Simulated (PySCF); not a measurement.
**[Tb(SH)3]+: other functionals and bases at one geometry**

How far do other levels of theory move the description of [Tb(SH)3]+, and what does each cost? The species was built from a template and needn't be a known compound.

The runs use PySCF 2.14.0; several levels, as the steps say, no spin–orbit coupling.

1 further run of the same task is left out (for a known fault of the program).

### Step 1. Starting geometry

7 atoms, charge 1, spin multiplicity 1.

Bond lengths: Tb1–S2 2.421 Å, Tb1–S4 2.421 Å, Tb1–S6 2.421 Å, S2–H3 1.358 Å, S4–H5 1.358 Å, S6–H7 1.358 Å. Angles: S2–Tb1–S4 106.2°, S2–Tb1–S6 106.2°, S4–Tb1–S6 106.2°, Tb1–S2–H3 99.5°, Tb1–S4–H5 99.5°, Tb1–S6–H7 99.5°.

Geometry (Å):

```xyz
7
charge 1, multiplicity 1
Tb    0.0000    0.0000   -0.0301
S     2.2010    0.3880    0.9010
H     2.3942   -0.8021    1.5253
S    -1.4365    1.7121    0.9010
H    -0.5025    2.4745    1.5253
S    -0.7645   -2.1001    0.9010
H    -1.8917   -1.6724    1.5253
```

Formal oxidation states: Tb +4. Each metal's 7 4f electrons lie in its core potential, so multiplicities, spins and levels count the valence alone. An earlier session relaxed this geometry at PBE0, Tb lcecp-2-SVP with ECP53, S def2-SVP, H def2-SVP (singlet, point group C3).

At PBE0 on the finer grid: E = -1238.795693 Eh, frontier levels not given, since the 4f levels lie in the core, Mulliken charge on Tb1 +0.91 e, largest force component 0.008 eV/Å. 

Levels to run: B3LYP; revPBE; PBE0, TZVP. Hardware: 2 threads of Arm Neoverse V1, shared host.

### Step 2. B3LYP

Contents of run.py (the lines that set the calculation):

```python
mol = gto.M(atom='''
Tb     0.00000     0.00000    -0.03007
S      2.20098     0.38796     0.90102
H      2.39423    -0.80208     1.52527
S     -1.43648     1.71213     0.90102
H     -0.50249     2.47451     1.52527
S     -0.76451    -2.10009     0.90102
H     -1.89174    -1.67242     1.52527''',
    basis={'Tb': 'lcecp-2-SVP', 'S': 'def2-SVP', 'H': 'def2-SVP'},
    ecp={'Tb': 'lcecp-2-SVP'},
    charge=1, spin=0)
mf = dft.RKS(mol, xc='B3LYP')
mf.grids.atom_grid = (75, 302)  # f atoms: unpruned, at least (60, 302)
mf = mf.density_fit()  # fitting sets: Tb AutoAux, S def2-universal-JKFIT, H def2-universal-JKFIT
mf.conv_tol = 1e-08; mf.max_cycle = 55
mf.kernel(dm0)  # dm0: the density of the relaxed state
```

Started as:

```bash
$ OMP_NUM_THREADS=2 python run.py
```

### Step 3. revPBE

run.py (the lines that set the calculation): that of step 2 with these lines changed.

```diff
@@ -11,3 +11,3 @@
     charge=1, spin=0)
-mf = dft.RKS(mol, xc='B3LYP')
+mf = dft.RKS(mol, xc='PBE_R,PBE')
 mf.grids.atom_grid = (75, 302)  # f atoms: unpruned, at least (60, 302)
```

### Step 4. PBE0, TZVP

Basis: Tb lcecp-2-TZVP with ECP53, S def2-TZVP, H def2-TZVP. 

Contents of run.py (the lines that set the calculation):

```python
mol = gto.M(atom='''
Tb     0.00000     0.00000    -0.03007
S      2.20098     0.38796     0.90102
H      2.39423    -0.80208     1.52527
S     -1.43648     1.71213     0.90102
H     -0.50249     2.47451     1.52527
S     -0.76451    -2.10009     0.90102
H     -1.89174    -1.67242     1.52527''',
    basis={'Tb': 'lcecp-2-TZVP', 'S': 'def2-TZVP', 'H': 'def2-TZVP'},
    ecp={'Tb': 'lcecp-2-TZVP'},
    charge=1, spin=0)
mf = dft.RKS(mol, xc='PBE0')
mf.grids.atom_grid = (75, 302)  # f atoms: unpruned, at least (60, 302)
mf = mf.density_fit()  # fitting sets: Tb AutoAux, S def2-universal-JKFIT, H def2-universal-JKFIT
mf.conv_tol = 1e-08; mf.max_cycle = 55
mf.kernel(dm0)  # dm0: free metal ions and neutral atoms
```

Q: Predict the outcome of this session. Wanted: for each run, charge on Tb1; dipole; largest force.

As calculated:

| level | state | charge on Tb1 (e) | dipole (D) | largest force (eV/Å) | basis functions | time |
| --- | --- | --- | --- | --- | --- | --- |
| PBE0 (relaxed here) | singlet | 0.91 | 1.89 | 0.01 | 99 | 43 s |
| B3LYP | singlet | 0.82 | 1.80 | 0.35 | 99 | 11 s |
| revPBE | singlet | 0.80 | 1.55 | 0.46 | 99 | 11 s |
| PBE0, TZVP | singlet | 1.31 | 2.05 | 0.18 | 176 | 25 s |

Times are on 2 threads of Arm Neoverse V1, shared host; the first row also made further properties. The dipole of a charged species depends on the origin, so these sizes hold for this origin alone.

The largest leftover force, 0.46 eV/Å with revPBE, stands at a geometry relaxed at another level. The Mulliken charge on Tb spans +0.80 to +1.31 e over the levels. With 4f in the core, its levels are missing from HOMO and gap. Total energies of different levels can't be compared. Spin–orbit coupling is left out throughout.
